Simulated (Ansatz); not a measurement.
Task: a convergence test of the plane-wave cutoff of Ni, space group P6_3/mmc, with the Ansatz DFT code, driven from Python. Give the script and its output. Use (first run): PBEsol, PAW, cutoff 300 eV, 14×14×8 k-points, Fermi-Dirac smearing of 0.15 eV, collinear spin. The script varies cutoff (eV): 300, 375, 450, 525.

```yaml
crystal:
  lattice:
    - [2.44802, 0.00000, 0.00000]
    - [-1.22401, 2.12005, 0.00000]
    - [0.00000, 0.00000, 4.07281]
  atoms:
    - { symbol: Ni, position: [0.33333, 0.66667, 0.25000] }
    - { symbol: Ni, position: [0.66667, 0.33333, 0.75000] }
```

`ni_ecut.py`:
```python
# -*- coding: utf-8 -*-
"""Convergence of Ni with the plane-wave cutoff."""

import warnings

import ansatz
from tabulate import tabulate


def main():
    warnings.simplefilter("ignore", ansatz.DeckWarning)

    ni = (
        ansatz.Lattice.from_parameters(2.448023, 2.448023, 4.072808, alpha=90.0, beta=90.0, gamma=120.0)
        .atom("Ni", [1 / 3, 2 / 3, 0.25], moment=1.5)
        .atom("Ni", [2 / 3, 1 / 3, 0.75], moment=-1.5)
    )

    setup = ni.calculation()
    setup = setup.functional("PBEsol").kpoints(14, 14, 8)
    setup = setup.occupations("fermi_dirac", width=150 * ansatz.meV)
    setup = setup.spin("collinear")
    setup = setup.scf(tolerance=1e-10)

    rows = []
    for value in [300, 375, 450, 525]:
        data = setup.basis(value).run().report
        rows.append((value, data["free_energy_ev"] / len(data["lattice"]["sites"]), data["n_iterations"], data["magnetization_mub"], data["n_pw"]))

    print(tabulate(rows, headers=["cutoff (eV)", "F/atom (eV)", "iterations", "moment (muB)", "plane waves"], floatfmt=".4f", tablefmt="grid"))

    # the last row is the reference
    for row in rows[:-1]:
        shift = 1000 * (row[1] - rows[-1][1])
        print(f"{row[0]}: {shift:+.2f} meV/atom" + ("  (within 2 meV)" if abs(shift) < 2 else ""))


if __name__ == "__main__":
    main()
```

Output of `python ni_ecut.py`:
```text
RunWarning: the starting moments were not kept: 1 of 2 ended reversed and 1 kept their direction, counting a site from 0.1 of the cell's largest site moment. The largest reversed, site 1 (counted [...]
+---------------+---------------+--------------+----------------+---------------+
|   cutoff (eV) |   F/atom (eV) |   iterations |   moment (muB) |   plane waves |
+===============+===============+==============+================+===============+
|           300 |    -5804.7096 |           21 |         1.1368 |           245 |
+---------------+---------------+--------------+----------------+---------------+
|           375 |    -5805.0084 |           19 |        -1.1679 |           337 |
+---------------+---------------+--------------+----------------+---------------+
|           450 |    -5805.0116 |           21 |        -1.1693 |           465 |
+---------------+---------------+--------------+----------------+---------------+
|           525 |    -5805.0126 |           20 |         1.1697 |           573 |
+---------------+---------------+--------------+----------------+---------------+
300: +302.98 meV/atom
375: +4.24 meV/atom
450: +1.03 meV/atom  (within 2 meV)
```
(Warnings from the package without file and line, shortened, repeats left out.)

From 450 eV on it stays within 2 meV an atom of the value at 525 eV; the first row (300 eV) is off by 303.0 meV and the last but one by 1.03 meV. The energy falls steadily, as expected when plane waves are added. The last run costs about 1.8 times the first.

What to keep in mind:
- The SCF didn't keep the moments it started from (some shrank, vanished or turned); what is printed is the state reached.
- The overall sign of a collinear moment is arbitrary, and semilocal functionals can give small moments to compounds that are paramagnetic.
- A Fermi-Dirac width this large means warm electrons, whose thermal share enters the free energy.
- This isn't the structure that Ni takes at ambient conditions.
- Shifts are counted from the last row, which is itself no proven limit.
- The script silences the warnings on its input, which a real study should read.
- Wall time of the script: 2.1 min on 1 thread of Arm Neoverse V1 (shared host), peak memory 0.52 GiB.
